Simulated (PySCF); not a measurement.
# SrH: bond curves at several levels of theory

What are the lowest state that PBE0 finds, the bond length, vibrational wavenumber and bond energy of SrH, and how much do these hang on the method?

Computed with PySCF 2.14.0. Level: Sr def2-SVPD with ECP28, H def2-SVPD, scalar-relativistic core potentials.

## Step 1: The job

A driver script around PySCF takes these settings:

- atoms: Sr, H
- charge: 0
- basis: Sr def2-SVPD with ECP28, H def2-SVPD
- Hamiltonian: scalar-relativistic core potentials
- basis functions: 34
- electrons treated: 11
- masses in u: 87.9056, 1.0078
- levels: PBE0, PBE, r²SCAN, B97-3, BLYP, M06, LC-ωPBE, HF, MP2, SCS-MP2, CCSD, CCSD(T)
- grid: 80 radial by 434 angular points
- occupations: held fixed by the projection of orbital angular momentum
- dissociation limit: Sr + H, each in its ground configuration
- starting distance in angstrom: 2.030
- values of 2S to try: 1, 3

Launch:

```
$ OMP_NUM_THREADS=1 python dia.py task.json out
```

After this run come: First curve: PBE0; Other states along the same grid; PBE (GGA); r²SCAN; B97-3 (global hybrid GGA); BLYP (GGA); M06 (hybrid meta-GGA); LC-ωPBE (range-separated hybrid); UHF (mean field); Correlated methods on the Hartree–Fock reference.

Before running it: what results should come out? Wanted: for each run, Re; ωe; De; μ.

**Answer**, as computed:

Lowest PBE0 solution found, without spin–orbit coupling: ²Σ⁺ (doublet), unpaired electrons σ ↑. State 2 has its PBE0 minimum 1.45 eV higher. The other levels ran on the lowest alone.

```
      level  Re (Å)  ωe (cm⁻¹)  De (eV)  μ (D)
        UHF   2.216       1182     1.37  -2.90
    UHF-MP2   2.151       1226     1.53    n/a
UHF-SCS-MP2   2.158       1218     1.59    n/a
   UHF-CCSD   2.161       1196     1.66    n/a
UHF-CCSD(T)   2.160       1194     1.66    n/a
        PBE   2.149       1162     1.77  -3.05
       BLYP   2.161       1145     1.78  -3.29
     r²SCAN   2.150       1187     2.00  -3.17
       PBE0   2.150       1189     1.75  -3.06
      B97-3   2.173       1142     1.63  -2.90
        M06   2.150       1205     1.41  -3.39
    LC-ωPBE   2.164       1211     1.94  -2.71
```

De is counted to Sr + H in their ground configurations. A positive dipole means Sr(−)H(+).

Differences from CCSD(T) in the same basis:

| level | Re (mÅ) | ωe (%) |
| --- | --- | --- |
| UHF | +56 | -1.0 |
| UHF-MP2 | -9 | +2.7 |
| UHF-SCS-MP2 | -2 | +2.1 |
| UHF-CCSD | +1 | +0.2 |
| PBE | -11 | -2.7 |
| BLYP | +1 | -4.0 |
| r²SCAN | -10 | -0.5 |
| PBE0 | -10 | -0.4 |
| B97-3 | +13 | -4.3 |
| M06 | -10 | +1.0 |
| LC-ωPBE | +4 | +1.4 |

**Reading.** Judged by CCSD(T) in the same basis: best bond length UHF-CCSD and BLYP (+1 mÅ), worst UHF (+56 mÅ); best wavenumber UHF-CCSD (+0.2 %), worst B97-3 (-4.3 %). CCSD(T) in a basis this small is itself some way from its limit, more so than the functionals. Among the levels with a De in the table, it runs from 1.37 eV (UHF) to 2.00 eV (r²SCAN).

Spin–orbit coupling is left out.
